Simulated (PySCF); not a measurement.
# [NdOCl]+: other functionals and bases at one geometry

One table from this session's results is given with a row withheld; the runs are named, their logs left out.

Program: PySCF 2.14.0. Level of theory: several levels, as the steps say, no spin–orbit coupling. These are calculated values, not measurements.

1 further run of the same task is left out (for a known fault of the program).

### The system as given

3 atoms, charge 1, spin multiplicity 1.

Bond lengths: Nd1–O2 1.782 Å, Nd1–Cl3 2.409 Å. Angles: O2–Nd1–Cl3 103.7°.

Coordinates:

```
Nd    0.25705    0.00000   -0.51460
O     1.60047    0.00000    0.65620
Cl   -1.71044    0.00000    0.87461
```

Formal oxidation states: Nd +4. Each metal's 2 4f electrons lie in its core potential, so multiplicities, spins and levels count the valence alone. An earlier session relaxed this geometry at PBE0, Nd lcecp-2-SVP with ECP48, O def2-SVP, Cl def2-SVP (singlet, point group Cs).

At PBE0 on the finer grid: E = -574.784963 Eh, frontier levels not given, since the 4f levels lie in the core, Mulliken charge on Nd1 +1.39 e, largest force component 0.011 eV/Å. 

Levels to run: B3LYP; revPBE; PBE0, TZVP. Hardware: 2 threads of Arm Neoverse V2, shared host.

Set-up of the first run:

run.py (the lines that set the calculation)

```python
mol = gto.M(atom='''
Nd     0.25705     0.00000    -0.51460
O      1.60047     0.00000     0.65620
Cl    -1.71044     0.00000     0.87461''',
    basis={'Nd': 'lcecp-2-SVP', 'O': 'def2-SVP', 'Cl': 'def2-SVP'},
    ecp={'Nd': 'lcecp-2-SVP'},
    charge=1, spin=0)
mf = dft.RKS(mol, xc='B3LYP')
mf.grids.atom_grid = (75, 302)  # f atoms: unpruned, at least (60, 302)
mf = mf.density_fit()  # fitting sets: Nd AutoAux, O def2-universal-JKFIT, Cl def2-universal-JKFIT
mf.conv_tol = 1e-08; mf.max_cycle = 55
mf.kernel(dm0)  # dm0: the density of the relaxed state
```

Launch:

```
> OMP_NUM_THREADS=2 python run.py
```

Steps of the session up to this table: B3LYP; revPBE; PBE0, TZVP.

One of the session's tables, all rows but one given; the rest of the session is left out.

| level | charge on Nd1 (e) | dipole (D) | largest force component (eV/Å) |
| --- | --- | --- | --- |
| PBE0 (relaxed here) | 1.39 | 6.46 | 0.01 |
| B3LYP | 1.34 | 6.33 | 0.69 |
| revPBE | ? | ? | ? |
| PBE0, TZVP | 1.67 | 6.47 | 0.20 |

Q: Estimate the row for revPBE from the others.

**Answer.** charge on Nd1 (e): 1.26; dipole (D): 5.86; largest force component (eV/Å): 1.23. In the column «charge on Nd1 (e)» it is the lowest.

The dipole of a charged species depends on the origin, so these sizes hold for this origin alone.

The largest leftover force, 1.23 eV/Å with revPBE, stands at a geometry relaxed at another level. With 4f in the core, its levels are missing from HOMO and gap, and its count is fixed, so no charge can pass from the ligands into it. Total energies of different levels can't be compared.
